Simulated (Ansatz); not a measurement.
# N2 (nitrogen) at CCSD/STO-3G

Aim: the electronic atomisation energy of N2 (nitrogen) at CCSD/STO-3G, from 2 runs. 

The results are computed with Ansatz 0.2.0.

29 further runs of the same task are left out: 15 that didn't finish, 14 set aside as unsound or not needed.

**1. Starting point**

N2 has 2 atoms, charge 0, and is taken as a singlet. SMILES: `N#N`. The shape is that of a PBE0-D4/def2-TZVP optimisation.

Bond lengths: N1–N2 1.090 Å.

**2. A single-point energy at CCSD/STO-3G**

File run.yaml:

```yaml
crystal:
  periodic: [false, false, false]
  atoms:
    - {symbol: "N", position_ang: [0.465500, -0.150300, 0.239800]}
    - {symbol: "N", position_ang: [-0.465500, 0.150300, -0.239800]}
basis:
  gaussian:
    orbitals: STO-3G
total_charge: 0
correlation:
  method: ccsd
  frozen_orbitals: {"N": 1}
accuracy: high
scf:
  omitted_lower_state_checks: [cluster_reference, increment]
```

On the command line:

```console
$ ansatz run run.yaml --threads 1 --pin off --max-ram 2610MiB --events-out events.jsonl --progress --plain --runs-dir runs
```

What it wrote, shortened:

```text
Warning: RAYON_NUM_THREADS=1 ignored (pool sized by the plan → 1); use --threads N
Functional definition: HF
  name "HF"
[...]
150 factors; integrals over basis functions are off by at most 1.5e-8 eV
[...]
mean field -2925.04389095 eV, -107.4933803264 hartree, gradient 7.2e-8 eV, S^2 0.000000; 0 other end points of the search recorded, 0 dependent functions left out
2 core orbitals not correlated: weight in the atoms' cores, before any rotation towards them, 1.000 or more for the frozen orbitals, at most 0.000 for the correlated occupied ones
reference -2925.04389095 eV, -107.4933803264 hartree; 5, 5 occupied and 3, 3 virtual orbitals, 150 factors
second order -4.10257615 eV of doubles, -0.00000000 eV of singles
cycle   1  -3.95120424 eV  change    1.5e-1 eV  update   4.0e-2
[...]
cycle  18  -4.09441919 eV  change  -1.6e-10 eV  update  5.6e-10
Total energy: -2929.13831014 eV, -107.6438474562 hartree
Checks for a lower state left out: cluster_reference, increment
```

Wall time 0.12 s (1 thread of Intel Xeon Platinum 8375C at 2.90GHz (Ice Lake), shared host).

**3. The N atom at the same level**

File run.yaml:

```yaml
crystal:
  periodic: [false, false, false]
  atoms:
    - {symbol: N, position_ang: [0.000000, 0.000000, 0.000000]}
basis:
  gaussian:
    orbitals: STO-3G
magnetization:
  spin_polarized: true
  initial_magnetization: 3
correlation:
  method: ccsd
  frozen_orbitals: {"N": 1}
accuracy: high
scf:
  omitted_lower_state_checks: [cluster_reference, increment]
```

On the command line:

```console
$ ansatz run run.yaml --threads 1 --pin off --max-ram 2610MiB --events-out events.jsonl --progress --plain --runs-dir runs
```

What it wrote, shortened:

```text
Warning: RAYON_NUM_THREADS=1 ignored (pool sized by the plan → 1); use --threads N
Functional definition: HF
  name "HF"
[...]
15 factors; integrals over basis functions are off by at most 1.1e-9 eV
[...]
mean field -1461.76873496 eV, -53.7190101874 hartree, gradient 0.0e0 eV, S^2 3.750000; 0 other end points of the search recorded, 0 dependent functions left out
1 core orbitals not correlated: weight in the atoms' cores, before any rotation towards them, 1.000 or more for the frozen orbitals, at most 0.000 for the correlated occupied ones
reference -1461.76873496 eV, -53.7190101874 hartree; 4, 1 occupied and 0, 3 virtual orbitals, 15 factors
second order 0.00000000 eV of doubles, 0.00000000 eV of singles
cycle   1  0.00000000 eV  change     0.0e0 eV  update    0.0e0
cycle   2  0.00000000 eV  change     0.0e0 eV  update    0.0e0
Total energy: -1461.76873496 eV, -53.7190101874 hartree
Checks for a lower state left out: cluster_reference, increment
```

Run time: 0.06 s. Hardware: 1 thread of Intel Xeon Platinum 8375C at 2.90GHz (Ice Lake), shared host.

**4. Outcome**

At CCSD/STO-3G, 2 core orbitals frozen:

| quantity | value |
| --- | --- |
| molecule: total energy | -107.64385 Eh |
| molecule: correlation energy (2 core orbitals frozen) | -150.5 mEh |
| molecule: T1 diagnostic | 0.003 |
| N atom: total energy | -53.71901 Eh |
| N atom: correlation energy (1 core orbital frozen) | 0.0 mEh |
| N atom: ⟨S²⟩ of the reference determinant | 3.750 |
| N atom: T1 diagnostic | 0.000 |
| electronic atomisation energy | 5.601 eV |

What this shows: Taking the molecule apart into free atoms costs 5.60 eV (129 kcal/mol), before zero-point energy and without spin-orbit coupling. In a minimal basis such a difference can be off by several eV, whatever the method.
